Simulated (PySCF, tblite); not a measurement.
# C₆H₅F₃Si: geometry, infrared bands and NMR shifts

Aim: predict the infrared bands and NMR shifts of C₆H₅F₃Si (`FC(F)(F)C#CC1=CC[SiH2]1`).

Programs: tblite 0.8.0 and PySCF 2.14.0, with density-fitted response routines of our own. Each step states its level of theory. These are calculated values for one molecule in the gas phase, unless marked as measured. Atoms are numbered from 0 throughout.

## 1. The molecule as given

15 atoms, charge 0, multiplicity 1; geometry from: force field or distance geometry start.

Bonds of the start (Å): F0–C1 1.35, C1–F2 1.37, C1–F3 1.35, C1–C4 1.45, C4–C5 1.20, C5–C6 1.53, C6–C7 1.36, C7–C8 1.55, C8–Si9 1.88, Si9–C6 1.85, C7–H10 1.09, C8–H11 1.10, C8–H12 1.10, Si9–H13 1.49, Si9–H14 1.50.

## 2. Geometry optimisation with GFN2-xTB

The job: settings as JSON, then the geometry in Å.

```
{"job": {"kind": "relax", "xc": "GFN2-xTB", "basis": "xTB"}, "charge": 0, "multiplicity": 1}
F      3.941500     1.614700     0.590900
C      3.549100     0.486200    -0.045700
F      4.235300    -0.552700     0.527600
F      3.935200     0.581200    -1.338500
C      2.117200     0.282600     0.073900
C      0.927100     0.120300     0.151600
C     -0.588800    -0.086500     0.275800
C     -1.373400    -0.277900     1.364300
C     -2.763900    -0.414200     0.701800
Si    -1.953800    -0.165900    -0.976100
H     -1.119300    -0.337300     2.419400
H     -3.492800     0.368700     0.960000
H     -3.263400    -1.382000     0.823800
H     -1.908700    -1.371800    -1.852100
H     -2.245600     1.142600    -1.641200
```

Run with:

```console
$ OMP_NUM_THREADS=1 python probes_run.py task.json out
```

The driver reads the jobs from task.json and runs them one after another.

**Question.** This job is followed by: GFN2-xTB harmonic vibrations, gas phase; GIAO PBE0/pcSseg-1 NMR shielding, non-relativistic, gas phase. Predict these results of the whole session: strongest single infrared mode (GFN2-xTB); zero-point energy (GFN2-xTB); ¹³C shifts against TMS (PBE0/pcSseg-1); ¹H shifts against TMS (PBE0/pcSseg-1, means over atoms taken as alike); ¹⁹F shifts against CFCl3 (PBE0/pcSseg-1, means over atoms taken as alike); ²⁹Si shifts against TMS (PBE0/pcSseg-1); surface potential, 1st and 99th percentile.

**Answer**, as computed:

```
                                                                 quantity                                      value
                                strongest single infrared mode (GFN2-xTB)                      2297 cm⁻¹, 464 km/mol
                                             zero-point energy (GFN2-xTB)                              54.3 kcal/mol
                                   ¹³C shifts against TMS (PBE0/pcSseg-1)  174.0, 131.2, 125.5, 91.4, 87.1, 20.4 ppm
   ¹H shifts against TMS (PBE0/pcSseg-1, means over atoms taken as alike)                       7.60, 5.14, 2.09 ppm
¹⁹F shifts against CFCl3 (PBE0/pcSseg-1, means over atoms taken as alike)                                  -60.3 ppm
                                  ²⁹Si shifts against TMS (PBE0/pcSseg-1)                                  -31.0 ppm
                                    surface potential, 1st and 99th percentile                         -0.74 V and 1.60 V
```

Relaxing lowered the energy by 0.528 eV in 32 steps; the close pair that moved most is C5–C6, from 1.535 to 1.387 Å. No mode is imaginary among the 39: a minimum at this level. GFN2-xTB is a fitted tight-binding method: band positions and strengths are rough. Its intensities can rank the bands wrongly. H10 (hydrogen on an alkene CH) lies farthest downfield among hydrogen, at 7.60 ppm; attached to an sp2 carbon and in the plane of the double bond. At PBE0/pcSseg-1, counted by nearest atom on the grid, the HOMO lies on C4, C7 about 25 % each; C6 20 %, the LUMO on C7 30 %; C4, C6 about 18 % each.
